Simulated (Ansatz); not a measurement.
# Sb3Au: the cost of one run

Method: DFT LDA, scalar-relativistic, in Ansatz 0.2.0.

## 1. The system as given

It takes space group Im-3m (No. 229, cubic). Conventional cell: a = 6.080 Å, b = 6.080 Å, c = 6.080 Å, α = 90.00°, β = 90.00°, γ = 90.00°. Around Sb (site symmetry 4/mmm) lie 4 Sb at 3.04 Å and 2 Au at 3.04 Å. Au (site symmetry m-3m) has 6 Sb at 3.04 Å in its first shell of neighbours.

Structure file:

```
CELL_PARAMETERS angstrom
-3.04000 3.04000 3.04000
3.04000 -3.04000 3.04000
3.04000 3.04000 -3.04000
ATOMIC_POSITIONS crystal
Sb 0.00000 0.50000 0.50000
Sb 0.50000 0.00000 0.50000
Sb 0.50000 0.50000 0.00000
Au 0.00000 0.00000 0.00000
```

The cell comes from a crystallographic database entry that wasn't checked; take it as a given geometry, which may be far from equilibrium.

Atoms are numbered in the order of the input: Sb1, Sb2, Sb3, Au4.

## 2. Volume × 0.94, LAPW

input.yaml reads:

```yaml
crystal:
  lattice:
    - [-2.9779417705, 2.9779417705, 2.9779417705]
    - [2.9779417705, -2.9779417705, 2.9779417705]
    - [2.9779417705, 2.9779417705, -2.9779417705]
  atoms:
    - { symbol: Sb, position: [0.0, 0.5, 0.5] }
    - { symbol: Sb, position: [0.5, 0.0, 0.5] }
    - { symbol: Sb, position: [0.5, 0.5, 0.0] }
    - { symbol: Au, position: [0.0, 0.0, 0.0] }
kpoints:
  mp_grid: { grid: [10, 10, 10] }
  band_path:
    path:
      - [0.0, 0.0, 0.0]
      - [0.5, -0.5, 0.5]
      - [0.0, 0.0, 0.5]
      - [0.0, 0.0, 0.0]
      - [0.25, 0.25, 0.25]
      - [0.5, -0.5, 0.5]
      - [0.25, 0.25, 0.25]
      - [0.0, 0.0, 0.5]
    npoints: 5
scf:
  occupations: { method: fermi_dirac, width: 0.05 }
hamiltonian:
  xc: lda
  pseudopotentials: { kind: all_electron, lapw: { basis_error: 0.001 } }
output:
  forces: true
  stress: true
  eigenvalues: true
```

On the command line:

```
$ ansatz run input.yaml --threads 1 --pin off --max-ram 4096MiB --backend cpu --events-out ev --progress --plain --runs-dir out
```

What time and memory should one allow on 1 thread of AMD EPYC 9R45 (Zen 5), shared host?

About 23 s, with a peak of 0.71 GiB.
